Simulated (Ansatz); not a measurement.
# TaAs: the cost of one run

Method: DFT PBE, scalar-relativistic, plane waves, PAW, in Ansatz 0.2.0.

## 1. Starting point

It takes space group I4_1md (No. 109, tetragonal). The conventional cell has a = 3.463 Å, b = 3.463 Å, c = 11.735 Å, α = 90.00°, β = 90.00°, γ = 90.00°. Ta (site symmetry 2mm) is surrounded by 6 As at 2.62 to 2.63 Å. As (site symmetry 2mm) is surrounded by 6 Ta at 2.62 to 2.63 Å.

Coordinates:

```
Ta As
1.0
    -1.73145    1.73145    5.86729
     1.73145   -1.73145    5.86729
     1.73145    1.73145   -5.86729
Ta As
2 2
Direct
  0.50017 0.00017 0.50000
  0.75017 0.75017 0.00000
  0.08243 0.58243 0.50000
  0.33243 0.33243 0.00000
```

It goes back to an entry of the Materials Project.

It is the result of an earlier relaxation at this level (volume 17.59 Å³/atom; gap on the mesh: none (metal)).

## 2. Bulk reference on the slab's mesh

input.yaml reads:

```yaml
crystal:
  lattice:
    - [3.4628971703, 0.0, 0.0]
    - [0.0, 3.4628971703, 0.0]
    - [1.7314485851, -1.7314485851, 5.8672939466]
  atoms:
    - { symbol: Ta, position: [0.4998258004, 1.0001741996, 1.0003483992] }
    - { symbol: Ta, position: [0.2498258004, 0.7501741996, 0.5003483992] }
    - { symbol: As, position: [0.9175747796, 0.5824252204, 0.1648504408] }
    - { symbol: As, position: [0.6675747796, 0.3324252204, 0.6648504408] }
basis:
  ecutwfc: 420
kpoints:
  mp_grid: { grid: [10, 10, 6] }
hamiltonian:
  xc: pbe
scf:
  occupations: { method: gaussian, width: 0.1 }
output:
  forces: true
  stress: true
  eigenvalues: true
  write_density: true
  write_potential: true
  elf: true
  volumetric_format: npy
```

On the command line:

```bash
$ ansatz run input.yaml --threads 2 --pin off --max-ram 5120MiB --backend cpu --events-out ev --progress --plain --runs-dir out
```

What time and memory should one allow on 2 threads of AMD EPYC (Zen 3), shared host?

About 56 s, with a peak of 0.58 GiB.
